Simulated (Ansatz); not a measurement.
# CH₄AlNOS: one species, many methods

The task here is to estimate one member of a computed series from the others.

Method: functionals in def2-TZVPP, the program's frozen cores in correlated methods; program: Ansatz 0.2.0, Gaussian basis.

Levels to be run: PBE-D4, r2SCAN-D4, PBE0-D4, B3LYP-D4, ωB97X-V, ωB97M-V, B2PLYP; CCSD(T)/def2-TZVPP; MP2/def2-QZVPP; extrapolation to the limit.

## The relaxed structure

All runs share one geometry, relaxed beforehand with PBE0-D4 in a triple-zeta def2 set.

SMILES `N=[C](O)[AlH][SH]`, 9 atoms, charge 0, spin multiplicity 1.

Atoms are counted from 1 here; the program's logs count them from 0.

Bond lengths: N1–C2 1.267 Å, N1–H6 1.027 Å, C2–O3 1.358 Å, C2–Al4 1.980 Å, O3–H7 0.969 Å, Al4–S5 2.177 Å, Al4–H8 1.571 Å, S5–H9 1.346 Å. Angles: C2–N1–H6 114.0°, N1–C2–O3 126.4°, N1–C2–Al4 115.9°, O3–C2–Al4 117.8°, C2–O3–H7 109.9°, C2–Al4–S5 117.1°, C2–Al4–H8 122.5°, S5–Al4–H8 120.4°, Al4–S5–H9 91.9°.

As a file:

| atom | x (Å) | y (Å) | z (Å) |
| --- | --- | --- | --- |
| N1 | -1.5690 | -0.4437 | 0.9159 |
| C2 | -0.5807 | 0.0857 | 0.3250 |
| O3 | -0.3803 | 1.4133 | 0.1229 |
| Al4 | 0.7890 | -1.1694 | -0.3606 |
| S5 | 2.5023 | -0.3032 | -1.3866 |
| H6 | -2.2611 | 0.2324 | 1.2594 |
| H7 | -1.1149 | 1.9192 | 0.5015 |
| H8 | 0.6697 | -2.7261 | -0.1865 |
| H9 | 2.0335 | 0.9455 | -1.2080 |

The first run:

Input file in.yaml:

```yaml
crystal:
  periodic: [false, false, false]
  atoms:
    - {symbol: N, position_ang: [-1.568955, -0.443687, 0.915857]}
    - {symbol: C, position_ang: [-0.580706, 0.085704, 0.325003]}
    - {symbol: O, position_ang: [-0.380262, 1.413256, 0.122865]}
    - {symbol: Al, position_ang: [0.788981, -1.169378, -0.360618]}
    - {symbol: S, position_ang: [2.502266, -0.303185, -1.386585]}
    - {symbol: H, position_ang: [-2.261147, 0.232442, 1.259369]}
    - {symbol: H, position_ang: [-1.114887, 1.919181, 0.501455]}
    - {symbol: H, position_ang: [0.669677, -2.726074, -0.186490]}
    - {symbol: H, position_ang: [2.033533, 0.945542, -1.207957]}
basis:
  gaussian: {orbitals: def2-TZVPP}
hamiltonian: {xc: pbe, dispersion: d4}
output: {forces: true, orbitals: {seedname: orbitals}}
```

The run is started by

```
ansatz run in.yaml --threads 4 --pin off --events-out ev --progress --plain --max-ram 10444MiB
```

Among the steps run: PBE-D4 (GGA); r2SCAN-D4 (meta-GGA); PBE0-D4 (hybrid); B3LYP-D4 (hybrid); ωB97X-V (range-separated); ωB97M-V (range-separated); B2PLYP (double hybrid); CCSD(T) in def2-TZVPP; MP2 in def2-QZVPP.

One table of the session follows, with a row left open; its other results are not shown here.

| method | atomisation energy (kJ/mol) |
| --- | --- |
| PBE-D4 | 3251.4 |
| r2SCAN-D4 | 3162.8 |
| PBE0-D4 | 3149.2 |
| B3LYP-D4 | ? |
| ωB97X-V | 3169.2 |
| ωB97M-V | 3172.4 |
| B2PLYP | 3109.7 |
| HF/def2-TZVPP | 2088.1 |
| MP2/def2-TZVPP | 3120.4 |
| CCSD/def2-TZVPP | 2973.1 |
| CCSD(T)/def2-TZVPP | 3043.0 |
| MP2/CBS | 3229.1 |
| CCSD(T)/CBS | 3151.7 |

**Question.** Estimate the row for B3LYP-D4.

**Answer.** atomisation energy (kJ/mol): 3147.7. In the column «atomisation energy (kJ/mol)» it lies between MP2/def2-TZVPP (3120.4) and PBE0-D4 (3149.2).
